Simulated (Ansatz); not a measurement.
# Ni3Os: the cost of one run

Computed with Ansatz 0.2.0 (DFT PBE, scalar-relativistic, plane waves, PAW, unless a step's input says otherwise).

**1. Starting point**

The structure is cubic, space group Pm-3m (No. 221). The conventional cell has a = 3.463 Å, b = 3.463 Å, c = 3.463 Å, α = 90.00°, β = 90.00°, γ = 90.00°. Ni (site symmetry 4/mmm) is surrounded by 8 Ni at 2.45 Å and 4 Os at 2.45 Å. Around Os (site symmetry m-3m) lie 12 Ni at 2.45 Å.

Coordinates:

```
CELL_PARAMETERS angstrom
3.46304 0.00000 0.00000
0.00000 3.46304 0.00000
0.00000 0.00000 3.46304
ATOMIC_POSITIONS crystal
Ni 0.00000 0.50000 0.50000
Ni 0.50000 0.00000 0.50000
Ni 0.50000 0.50000 0.00000
Os 0.00000 0.00000 0.00000
```

(A quick probe on a coarse mesh, which set the mesh and smearing, is not shown.)

**3. A loose first relaxation**

File input.yaml:

```yaml
crystal:
  lattice:
    - [3.4630416547, 0.0, 0.0]
    - [0.0, 3.4630416547, 0.0]
    - [0.0, 0.0, 3.4630416547]
  atoms:
    - { symbol: Ni, position: [0.0, 0.5, 0.5] }
    - { symbol: Ni, position: [0.5, 0.0, 0.5] }
    - { symbol: Ni, position: [0.5, 0.5, 0.0] }
    - { symbol: Os, position: [0.0, 0.0, 0.0] }
basis:
  ecutwfc: 420
kpoints:
  mp_grid: { grid: [6, 6, 6] }
hamiltonian:
  xc: pbe
scf:
  occupations: { method: gaussian, width: 0.1 }
  lower_state_search: "off"
output:
  forces: true
  stress: true
  eigenvalues: true
relax:
  adjacent_minimum: "off"
  f_tol: 0.04
  max_steps: 70
  cell: { stress_tol: 0.4 }
```

The run is started by

```
$ ansatz run input.yaml --threads 1 --pin off --max-ram 2560MiB --backend cpu --events-out ev --progress --plain --runs-dir out
```

What time and memory should one allow on 1 thread of Intel Xeon Platinum 8259CL at 2.50GHz (Skylake/Cascade Lake), shared host?

About 17 s, with a peak of 0.41 GiB.
